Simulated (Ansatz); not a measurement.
# CH5BClN: basis-set convergence

Aim: see how fast density functionals converge with the basis set for CH5BClN.

Computed with Ansatz 0.2.0, Gaussian basis. Level: one geometry, several basis sets.

The runs, in order: PBE0-D4/def2-SVP; ωB97M-V/def2-SVP; PBE0-D4/def2-QZVPP; ωB97M-V/def2-QZVPP; the functionals' def2-TZVPP values are taken from earlier runs.

1 further run of the same task is left out (it didn't finish).

### 1 Structure used throughout

All runs share one geometry, relaxed beforehand with PBE0-D4 in a triple-zeta def2 set.

SMILES `NCBCl`, 9 atoms, charge 0, spin multiplicity 1.

Atoms are counted from 1 here; the program's logs count them from 0.

Bond lengths: N1–C2 1.444 Å, N1–H5 1.011 Å, N1–H6 1.010 Å, C2–B3 1.549 Å, C2–H7 1.112 Å, C2–H8 1.100 Å, B3–Cl4 1.749 Å, B3–H9 1.193 Å. Angles: C2–N1–H5 111.5°, C2–N1–H6 112.1°, H5–N1–H6 108.4°, N1–C2–B3 117.7°, N1–C2–H7 114.9°, N1–C2–H8 110.4°, B3–C2–H7 102.2°, B3–C2–H8 107.0°, H7–C2–H8 103.3°, C2–B3–Cl4 121.6°, C2–B3–H9 121.3°, Cl4–B3–H9 116.9°.

As a file:

```
N    -0.9825    0.9020    0.1036
C     0.1044    0.0533    0.5320
B     0.5773   -1.0556   -0.4402
Cl    0.0542   -1.0972   -2.1081
H    -0.9103    1.1293   -0.8789
H    -1.0205    1.7646    0.6276
H     1.0535    0.5864    0.7614
H    -0.1459   -0.4394    1.4830
H     1.3582   -1.8897   -0.0976
```

### 2 PBE0-D4 in def2-SVP

File in.yaml:

```yaml
crystal:
  periodic: [false, false, false]
  atoms:
    - {symbol: N, position_ang: [-0.982547, 0.902013, 0.103634]}
    - {symbol: C, position_ang: [0.104444, 0.053280, 0.532040]}
    - {symbol: B, position_ang: [0.577314, -1.055562, -0.440190]}
    - {symbol: Cl, position_ang: [0.054158, -1.097158, -2.108094]}
    - {symbol: H, position_ang: [-0.910288, 1.129303, -0.878914]}
    - {symbol: H, position_ang: [-1.020481, 1.764642, 0.627623]}
    - {symbol: H, position_ang: [1.053505, 0.586350, 0.761361]}
    - {symbol: H, position_ang: [-0.145860, -0.439398, 1.483030]}
    - {symbol: H, position_ang: [1.358154, -1.889671, -0.097590]}
basis:
  gaussian: {orbitals: def2-SVP}
hamiltonian: {xc: pbe0, dispersion: d4}
output: {orbitals: {seedname: orbitals}}
```

After this run come: ωB97M-V in def2-SVP; PBE0-D4 in def2-QZVPP; ωB97M-V in def2-QZVPP.

**Question.** What will the summary of the whole plan be? Wanted: PBE0-D4: double and triple zeta above quadruple; ωB97M-V: double and triple zeta above quadruple.

As calculated:

| quantity | value |
| --- | --- |
| PBE0-D4: double and triple zeta above quadruple | 8.59, 0.57 eV |
| ωB97M-V: double and triple zeta above quadruple | 8.70, 0.55 eV |

PBE0-D4 gains 8.02 eV from double to triple zeta, then 0.57 eV more. Total energies overstate the basis error of differences, where much of it tends to cancel.
